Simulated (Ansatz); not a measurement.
# Rb2AsI6 (element-swapped structure): how the settings move a single-point run

How sensitive is a single-point run of Rb2AsI6 (element-swapped structure) to its settings? A reference run comes first, then four runs with altered input.

Program: Ansatz 0.2.0. Level of theory: reference: DFT r2SCAN, plane waves, PAW, scalar-relativistic, no spin polarisation. These are calculated values, not measurements.

## Step 1: The system as given

The structure is cubic, space group Fm-3m (No. 225). Conventional cell: a = 11.322 Å, b = 11.322 Å, c = 11.322 Å, α = 90.00°, β = 90.00°, γ = 90.00°. I (site symmetry 4mm) has 1 As at 2.69 Å as nearest neighbours. As (site symmetry m-3m) is surrounded by 6 I at 2.69 Å. Rb (site symmetry -43m) is surrounded by 12 I at 4.01 Å.

Structure file:

```cif
data_structure
_symmetry_space_group_name_H-M 'Fm-3m'
_symmetry_Int_Tables_number 225
_cell_length_a 11.3221
_cell_length_b 11.3221
_cell_length_c 11.3221
_cell_angle_alpha 90.000
_cell_angle_beta 90.000
_cell_angle_gamma 90.000
_cell_volume 1451.39
loop_
_atom_site_label
_atom_site_type_symbol
_atom_site_symmetry_multiplicity
_atom_site_Wyckoff_symbol
_atom_site_fract_x
_atom_site_fract_y
_atom_site_fract_z
_atom_site_occupancy
I1 I 24 e 0.23800 0.00000 0.00000 1
As1 As 4 a 0.00000 0.00000 0.00000 1
Rb1 Rb 8 c 0.25000 0.75000 0.75000 1
```

## Step 2: The reference run

Contents of input.yaml:

```yaml
crystal:
  lattice:
    - [0.0, 5.661061, 5.661061]
    - [5.661061, 0.0, 5.661061]
    - [5.661061, 5.661061, 0.0]
  atoms:
    - { symbol: I, position: [0.762, 0.238, 0.238] }
    - { symbol: I, position: [0.238, 0.762, 0.238] }
    - { symbol: I, position: [0.238, 0.762, 0.762] }
    - { symbol: I, position: [0.762, 0.238, 0.762] }
    - { symbol: I, position: [0.238, 0.238, 0.762] }
    - { symbol: I, position: [0.762, 0.762, 0.238] }
    - { symbol: As, position: [0.0, 0.0, 0.0] }
    - { symbol: Rb, position: [0.25, 0.25, 0.25] }
    - { symbol: Rb, position: [0.75, 0.75, 0.75] }
  symmetry: { tolerance: 0.0003 }
kpoints:
  mp_grid: { grid: [3, 3, 3], shift: [0, 0, 0] }
magnetization:
  spin_polarized: false
scf:
  occupations: { method: fermi_dirac, width: 0.0661 }
hamiltonian:
  pseudopotentials: { kind: paw }
  xc: r2scan
basis:
  ecutwfc: 500
output:
  forces: true
  stress: true
  eigenvalues: true
```

Started as:

```bash
ansatz run input.yaml --threads 1 --pin off --max-ram 2560MiB --backend cpu --events-out ev --progress --plain --runs-dir out
```

Log, shortened:

```text
Warning: RAYON_NUM_THREADS=1 ignored (pool sized by the plan → 1); use --threads N
[...]
Pseudopotentials: kind: paw
Pseudopotential: I, paw, valence charge 17, recommended cutoff 500 eV (meta_gga), I.paw.azcp
Pseudopotential: As, paw, valence charge 15, recommended cutoff 500 eV (meta_gga), As.paw.azcp
Pseudopotential: Rb, paw, valence charge 9, recommended cutoff 500 eV (meta_gga), Rb.paw.azcp
Functional definition: r2SCAN
[...]
Crystal: 9 atoms, lattice volume = 362.847 Å³
Basis set: ecut = 500 eV, 9257 PW (Γ), exchange–correlation on 240×240×240 points (64 copies of the dense FFT grid, shifted against one another)
Bands: 81, of which v1, the nominal top of the filled ones, is band 68 counted from 1 (67 counted from 0)
Symmetry: 48 space group operations
Space group: Fm-3m (ITA 225), of the structure as read, at distance tolerance 2.1e-3 Å
k-points: 4 of 27
[...]
SCF iter   1: F=—  HF=-56595.746272 eV  |F-HF|=—  |Δ(HF+E_count)|=         —  Δρ=3.54e-3  dr2=5.51e-2  dr2_τ=9.08e-3  ethr=1.77e-3  ⟨swp⟩=10.0  Hψ=1533  notcnv=0  defer=4
[...]
SCF iter   8: F=-56595.793498 eV  HF=-56595.793498 eV  |F-HF|=8.34e-9  |Δ(HF+E_count)|=   1.91e-7  Δρ=2.20e-6  dr2=1.18e-8  dr2_τ=6.59e-10  ethr=7.41e-11  ⟨swp⟩=13.8  Hψ=1560  notcnv=0
[...]
SCF converged after 8 iterations
Free energy (F): -56595.793498 eV
[...]
E sigma→0 (E₀):  -56595.758396 eV
Entropy (-TS):   -0.070205 eV (-7.801 meV/atom)
Fermi energy:    4.663371 eV
[...]
--- Forces (eV/Å), atoms counted from 1 ---
  atom   1  I      0.94653268    -0.00000000     0.00000000
  atom   2  I      0.00000000     0.94653268     0.00000000
  atom   3  I     -0.94653268    -0.00000000     0.00000000
  atom   4  I     -0.00000000    -0.94653268     0.00000000
  atom   5  I     -0.00000000    -0.00000000     0.94653268
  atom   6  I     -0.00000000    -0.00000000    -0.94653268
  atom   7  As     0.00000000    -0.00000000     0.00000000
  atom   8  Rb     0.00000000    -0.00000000     0.00000000
[...]
--- Stress (GPa, compression-positive) ---
        2.156481      -0.000000       0.000000
       -0.000000       2.156481      -0.000000
        0.000000      -0.000000       2.156481
  P = ⅓ Tr σ = 2.1565 GPa (21.565 kbar)
--- Band table (eV) ---
[...]
```

It took 10 s on 1 thread of Intel Xeon 6975P-C (Granite Rapids), shared host; peak memory 1.7 GiB.

## Step 3: Variant: mp_grid.grid [2, 2, 2], occupations.width 0.3

Changes to input.yaml since step 2:

```diff
@@ -17,3 +17,3 @@
 kpoints:
-  mp_grid: { grid: [3, 3, 3], shift: [0, 0, 0] }
+  mp_grid: { grid: [2, 2, 2], shift: [0, 0, 0] }
 magnetization:
@@ -21,3 +21,3 @@
 scf:
-  occupations: { method: fermi_dirac, width: 0.0661 }
+  occupations: { method: fermi_dirac, width: 0.3 }
 hamiltonian:
```

Started as:

```bash
ansatz run input.yaml --threads 1 --pin off --max-ram 2560MiB --backend cpu --events-out ev --progress --plain --runs-dir out
```

Log, shortened:

```text
Warning: RAYON_NUM_THREADS=1 ignored (pool sized by the plan → 1); use --threads N
band count auto-derived: 91 (N_el = 135.0; filled up to band 68; 81 by the electrons, moments and atoms)
[...]
Pseudopotentials: kind: paw
Pseudopotential: I, paw, valence charge 17, recommended cutoff 500 eV (meta_gga), I.paw.azcp
Pseudopotential: As, paw, valence charge 15, recommended cutoff 500 eV (meta_gga), As.paw.azcp
Pseudopotential: Rb, paw, valence charge 9, recommended cutoff 500 eV (meta_gga), Rb.paw.azcp
Functional definition: r2SCAN
[...]
Crystal: 9 atoms, lattice volume = 362.847 Å³
Basis set: ecut = 500 eV, 9257 PW (Γ), exchange–correlation on 240×240×240 points (64 copies of the dense FFT grid, shifted against one another)
Bands: 91, of which v1, the nominal top of the filled ones, is band 68 counted from 1 (67 counted from 0)
Symmetry: 48 space group operations
[...]
SCF converged after 7 iterations
Free energy (F): -56596.198195 eV
[...]
E sigma→0 (E₀):  -56595.751999 eV
Entropy (-TS):   -0.892391 eV (-99.155 meV/atom)
Fermi energy:    5.046254 eV
[...]
--- Forces (eV/Å), atoms counted from 1 ---
  atom   1  I      1.07981321    -0.00000000    -0.00000000
  atom   2  I      0.00000000     1.07981321     0.00000000
  atom   3  I     -1.07981321     0.00000000    -0.00000000
  atom   4  I     -0.00000000    -1.07981321     0.00000000
  atom   5  I      0.00000000     0.00000000     1.07981321
  atom   6  I     -0.00000000    -0.00000000    -1.07981321
  atom   7  As    -0.00000000     0.00000000    -0.00000000
  atom   8  Rb     0.00000000    -0.00000000     0.00000000
[...]
--- Stress (GPa, compression-positive) ---
        2.826897       0.000000       0.000000
        0.000000       2.826897      -0.000000
        0.000000       0.000000       2.826897
  P = ⅓ Tr σ = 2.8269 GPa (28.269 kbar)
--- Band table (eV) ---
[...]
```

Run time: 10 s. Hardware: 1 thread of Intel Xeon 6975P-C (Granite Rapids), shared host; peak memory 1.6 GiB.

Changing the k-point mesh and smearing moves the energy by +0.7 meV/atom (σ→0 values), and the pressure goes from 2.2 to 2.8 GPa and the largest force goes from 0.95 to 1.08 eV/Å. More than one kind of setting changed, and this run alone doesn't tell their shares apart.

## Step 4: Changed: lower_state_search standard, ecutwfc 200 eV

Changes to input.yaml since step 2:

```diff
@@ -22,2 +22,3 @@
   occupations: { method: fermi_dirac, width: 0.0661 }
+  lower_state_search: standard
 hamiltonian:
@@ -26,3 +27,3 @@
 basis:
-  ecutwfc: 500
+  ecutwfc: "200 eV"
 output:
```

Started as:

```bash
ansatz run input.yaml --threads 1 --pin off --max-ram 2560MiB --backend cpu --events-out ev --progress --plain --runs-dir out
```

Log, shortened:

```text
Warning: basis.ecutwfc = 200 eV is below the records' recommended 500 eV, and the density's cutoff is lower with it unless basis.ecutrho_ratio is high enough to keep the records' density cutoff: compare with a run at a higher cutoff
Warning: RAYON_NUM_THREADS=1 ignored (pool sized by the plan → 1); use --threads N
[...]
Pseudopotentials: kind: paw
Pseudopotential: I, paw, valence charge 17, recommended cutoff 500 eV (meta_gga), I.paw.azcp
Pseudopotential: As, paw, valence charge 15, recommended cutoff 500 eV (meta_gga), As.paw.azcp
Pseudopotential: Rb, paw, valence charge 9, recommended cutoff 500 eV (meta_gga), Rb.paw.azcp
Functional definition: r2SCAN
[...]
Crystal: 9 atoms, lattice volume = 362.847 Å³
Basis set: ecut = 200 eV, 2277 PW (Γ), exchange–correlation on 160×160×160 points (64 copies of the dense FFT grid, shifted against one another)
Bands: 81, of which v1, the nominal top of the filled ones, is band 68 counted from 1 (67 counted from 0)
Symmetry: 48 space group operations
[...]
SCF iter   9: F=-56533.105132 eV  HF=-56533.105132 eV  |F-HF|=6.11e-10  |Δ(HF+E_count)|=   2.45e-9  Δρ=2.02e-6  dr2=1.65e-8  dr2_τ=7.72e-10  ethr=7.41e-11  ⟨swp⟩=11.8  Hψ=1361  notcnv=0
[...]
SCF converged after 9 iterations
Free energy (F): -56533.105132 eV
[...]
E sigma→0 (E₀):  -56533.065440 eV
Entropy (-TS):   -0.079386 eV (-8.821 meV/atom)
Fermi energy:    4.558130 eV
[...]
--- Forces (eV/Å), atoms counted from 1 ---
  atom   1  I      1.20821167     0.00000000     0.00000000
  atom   2  I     -0.00000000     1.20821167     0.00000000
  atom   3  I     -1.20821167     0.00000000     0.00000000
  atom   4  I     -0.00000000    -1.20821167    -0.00000000
  atom   5  I      0.00000000     0.00000000     1.20821167
  atom   6  I      0.00000000    -0.00000000    -1.20821167
  atom   7  As    -0.00000000    -0.00000000     0.00000000
  atom   8  Rb    -0.00000000    -0.00000000    -0.00000000
[...]
--- Stress (GPa, compression-positive) ---
        1.526521      -0.000000      -0.000000
       -0.000000       1.526521       0.000000
       -0.000000       0.000000       1.526521
  P = ⅓ Tr σ = 1.5265 GPa (15.265 kbar)
--- Band table (eV) ---
[...]
```

It took 4.8 s on 1 thread of Intel Xeon 6975P-C (Granite Rapids), shared host; peak memory 0.77 GiB.

Changing the search for lower states and cutoff moves the energy by +6.97 eV/atom, and the pressure goes from 2.2 to 1.5 GPa and the largest force goes from 0.95 to 1.21 eV/Å. The log warns that the cutoff is under what these potentials recommend, so the shift holds truncation error. Cost: 9 SCF cycles against 8, 4.8 s against 10 s.

## Step 5: Variant: lower_state_search standard

Changes to input.yaml since step 2:

```diff
@@ -22,2 +22,3 @@
   occupations: { method: fermi_dirac, width: 0.0661 }
+  lower_state_search: standard
 hamiltonian:
```

Started as:

```bash
ansatz run input.yaml --threads 1 --pin off --max-ram 2560MiB --backend cpu --events-out ev --progress --plain --runs-dir out
```

Log, shortened:

```text
Warning: RAYON_NUM_THREADS=1 ignored (pool sized by the plan → 1); use --threads N
[...]
Pseudopotentials: kind: paw
Pseudopotential: I, paw, valence charge 17, recommended cutoff 500 eV (meta_gga), I.paw.azcp
Pseudopotential: As, paw, valence charge 15, recommended cutoff 500 eV (meta_gga), As.paw.azcp
Pseudopotential: Rb, paw, valence charge 9, recommended cutoff 500 eV (meta_gga), Rb.paw.azcp
Functional definition: r2SCAN
[...]
Crystal: 9 atoms, lattice volume = 362.847 Å³
Basis set: ecut = 500 eV, 9257 PW (Γ), exchange–correlation on 240×240×240 points (64 copies of the dense FFT grid, shifted against one another)
Bands: 81, of which v1, the nominal top of the filled ones, is band 68 counted from 1 (67 counted from 0)
Symmetry: 48 space group operations
Space group: Fm-3m (ITA 225), of the structure as read, at distance tolerance 2.1e-3 Å
k-points: 4 of 27
[...]
SCF converged after 8 iterations
Free energy (F): -56595.793498 eV
[...]
E sigma→0 (E₀):  -56595.758396 eV
Entropy (-TS):   -0.070205 eV (-7.801 meV/atom)
Fermi energy:    4.663371 eV
[...]
--- Forces (eV/Å), atoms counted from 1 ---
  atom   1  I      0.94653268    -0.00000000     0.00000000
  atom   2  I      0.00000000     0.94653268     0.00000000
  atom   3  I     -0.94653268    -0.00000000     0.00000000
  atom   4  I     -0.00000000    -0.94653268     0.00000000
  atom   5  I     -0.00000000    -0.00000000     0.94653268
  atom   6  I     -0.00000000    -0.00000000    -0.94653268
  atom   7  As     0.00000000    -0.00000000     0.00000000
  atom   8  Rb     0.00000000    -0.00000000     0.00000000
[...]
--- Stress (GPa, compression-positive) ---
        2.156481      -0.000000       0.000000
       -0.000000       2.156481      -0.000000
        0.000000      -0.000000       2.156481
  P = ⅓ Tr σ = 2.1565 GPa (21.565 kbar)
--- Band table (eV) ---
[...]
```

It took 13 s on 1 thread of Intel Xeon 6975P-C (Granite Rapids), shared host; peak memory 1.7 GiB.

The changed input (search for lower states) leaves the energy the same to the digits printed.

## Step 6: Variant: preconditioner kerker

Changes to input.yaml since step 2:

```diff
@@ -22,2 +22,3 @@
   occupations: { method: fermi_dirac, width: 0.0661 }
+  mixing: { preconditioner: kerker }
 hamiltonian:
@@ -31 +32,5 @@
   eigenvalues: true
+  write_density: true
+  write_potential: true
+  elf: true
+  volumetric_format: npy
```

Started as:

```bash
ansatz run input.yaml --threads 1 --pin off --max-ram 2560MiB --backend cpu --events-out ev --progress --plain --runs-dir out
```

Log, shortened:

```text
Warning: RAYON_NUM_THREADS=1 ignored (pool sized by the plan → 1); use --threads N
[...]
Pseudopotentials: kind: paw
Pseudopotential: I, paw, valence charge 17, recommended cutoff 500 eV (meta_gga), I.paw.azcp
Pseudopotential: As, paw, valence charge 15, recommended cutoff 500 eV (meta_gga), As.paw.azcp
Pseudopotential: Rb, paw, valence charge 9, recommended cutoff 500 eV (meta_gga), Rb.paw.azcp
Functional definition: r2SCAN
[...]
Crystal: 9 atoms, lattice volume = 362.847 Å³
Basis set: ecut = 500 eV, 9257 PW (Γ), exchange–correlation on 240×240×240 points (64 copies of the dense FFT grid, shifted against one another)
Bands: 81, of which v1, the nominal top of the filled ones, is band 68 counted from 1 (67 counted from 0)
Symmetry: 48 space group operations
Space group: Fm-3m (ITA 225), of the structure as read, at distance tolerance 2.1e-3 Å
k-points: 4 of 27
[...]
SCF converged after 10 iterations
Free energy (F): -56595.793498 eV
[...]
E sigma→0 (E₀):  -56595.758397 eV
Entropy (-TS):   -0.070203 eV (-7.800 meV/atom)
Fermi energy:    4.663376 eV
[...]
--- Forces (eV/Å), atoms counted from 1 ---
  atom   1  I      0.94653166     0.00000000    -0.00000000
  atom   2  I     -0.00000000     0.94653166     0.00000000
  atom   3  I     -0.94653166     0.00000000    -0.00000000
  atom   4  I      0.00000000    -0.94653166     0.00000000
  atom   5  I      0.00000000    -0.00000000     0.94653166
  atom   6  I      0.00000000     0.00000000    -0.94653166
  atom   7  As     0.00000000    -0.00000000     0.00000000
  atom   8  Rb     0.00000000     0.00000000    -0.00000000
[...]
--- Stress (GPa, compression-positive) ---
        2.156562      -0.000000       0.000000
        0.000000       2.156562      -0.000000
       -0.000000       0.000000       2.156562
  P = ⅓ Tr σ = 2.1566 GPa (21.566 kbar)
--- Band table (eV) ---
[...]
```

It took 16 s on 1 thread of Intel Xeon 6975P-C (Granite Rapids), shared host; peak memory 1.7 GiB.

The changed mixing doesn't alter the result here (within 0.5 meV/atom).

## Step 7: Comparison

```tsv
run	ending	energy change	pressure (GPa)	gap (eV)	force (eV/Å)	cycles	time
reference	converged	0	2.2	0.00	0.95	8	10 s
1: mp_grid.grid [2, 2, 2], occupations.width 0.3	converged	+0.7 meV/atom (σ→0)	2.8	0.00	1.08	7	10 s
2: lower_state_search standard, ecutwfc 200 eV	converged	+6.97 eV/atom	1.5	0.00	1.21	9	4.8 s
3: lower_state_search standard	converged	0.0 meV/atom	2.2	0.00	0.95	8	13 s
4: preconditioner kerker	converged	0.0 meV/atom	2.2	0.00	0.95	10	16 s
```

Times don't compare one to one where runs were asked for different outputs or read a saved state (see the inputs); cycles may leave out searches for a lower state.

Residual by cycle in the longest SCF loop of each run; runs are numbered as in the table. The quantity is the density residual dr2, in eV.

```tsv
cycle	reference	run 1	run 2	run 3	run 4
1	0.0551	0.0192	2.24	0.0551	0.0551
2	0.00862	0.0196	1.39	0.00862	0.018
3	0.00164	4.0e-4	0.0154	0.00164	0.00138
4	4.5e-4	1.9e-5	0.00372	4.5e-4	5.0e-4
5	7.8e-5	2.0e-6	5.1e-4	7.8e-5	1.3e-4
6	7.8e-6	4.2e-7	9.6e-5	7.8e-6	5.1e-5
7	1.8e-7	2.0e-8	1.1e-5	1.8e-7	1.2e-5
8	1.2e-8	-	1.6e-7	1.2e-8	2.1e-6
9	-	-	1.6e-8	-	3.2e-7
10	-	-	-	-	2.9e-8
```

Run 2 ran under the cutoff that the potentials recommend, as the log warns, so basis error is mixed into its values.

The reference has limits of its own: it is run without spin, though an odd electron count or open d shells could carry moments; its mesh is coarse for a cell with so small a gap or none; the structure is made up and not relaxed.
